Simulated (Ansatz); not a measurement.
# SrHg3: the cost of one run

Program: Ansatz 0.2.0. Level of theory: DFT PBEsol, scalar-relativistic, plane waves, PAW. These are calculated values, not measurements.

1 further run of the same task is left out (for a known fault of the program). Runs told in other sessions of the task aren't counted.

## Step 1: The system as given

It takes space group Cmcm (No. 63, orthorhombic). The conventional cell has a = 6.815 Å, b = 12.554 Å, c = 5.337 Å, α = 90.00°, β = 90.00°, γ = 90.00°. Around Hg (site symmetry m) lie 8 Hg at 3.17 to 3.79 Å and 4 Sr at 3.42 to 3.58 Å. Around Hg (site symmetry m2m) lie 6 Hg at 3.26 to 3.35 Å and 4 Sr at 3.41 to 3.47 Å. Sr (site symmetry m2m) is surrounded by 12 Hg at 3.41 to 3.58 Å.

Coordinates:

```cif
data_structure
_symmetry_space_group_name_H-M 'Cmcm'
_symmetry_Int_Tables_number 63
_cell_length_a 6.8150
_cell_length_b 12.5539
_cell_length_c 5.3371
_cell_angle_alpha 90.000
_cell_angle_beta 90.000
_cell_angle_gamma 90.000
_cell_volume 456.61
loop_
_atom_site_label
_atom_site_type_symbol
_atom_site_symmetry_multiplicity
_atom_site_Wyckoff_symbol
_atom_site_fract_x
_atom_site_fract_y
_atom_site_fract_z
_atom_site_occupancy
Hg1 Hg 8 g 0.76756 0.07778 0.75000 1
Hg2 Hg 4 c 0.50000 0.34281 0.75000 1
Sr1 Sr 4 c 0.00000 0.33391 0.75000 1
```

Source of the structure: the Materials Project (structure only).

(A quick probe on a coarse mesh, which set the mesh and smearing, is not shown.)

## Step 3: The relaxation

File input.yaml:

```yaml
crystal:
  lattice:
    - [3.4074781424, -6.2769312624, 0.0]
    - [3.4074781424, 6.2769312624, 0.0]
    - [0.0, 0.0, 5.3371142231]
  atoms:
    - { symbol: Hg, position: [0.689779, 0.845341, 0.25] }
    - { symbol: Hg, position: [0.157187, 0.842813, 0.25] }
    - { symbol: Hg, position: [0.154659, 0.310221, 0.25] }
    - { symbol: Hg, position: [0.310221, 0.154659, 0.75] }
    - { symbol: Hg, position: [0.842813, 0.157187, 0.75] }
    - { symbol: Hg, position: [0.845341, 0.689779, 0.75] }
    - { symbol: Sr, position: [0.666086, 0.333914, 0.25] }
    - { symbol: Sr, position: [0.333914, 0.666086, 0.75] }
basis:
  ecutwfc: 420
kpoints:
  mp_grid: { grid: [6, 6, 8] }
hamiltonian:
  xc: pbesol
scf:
  occupations: { method: gaussian, width: 0.1 }
output:
  forces: true
  stress: true
  eigenvalues: true
relax:
  adjacent_minimum: "off"
  f_tol: 0.005
  max_steps: 80
  cell: { stress_tol: 0.05 }
```

On the command line:

```sh
$ ansatz run input.yaml --threads 4 --pin off --max-ram 10240MiB --backend cpu --events-out ev --progress --plain --runs-dir out
```

Q: Estimate wall time and peak memory on 4 threads of AMD EPYC 9R45 (Zen 5), shared host.

About 30 s, with a peak of 1.3 GiB.
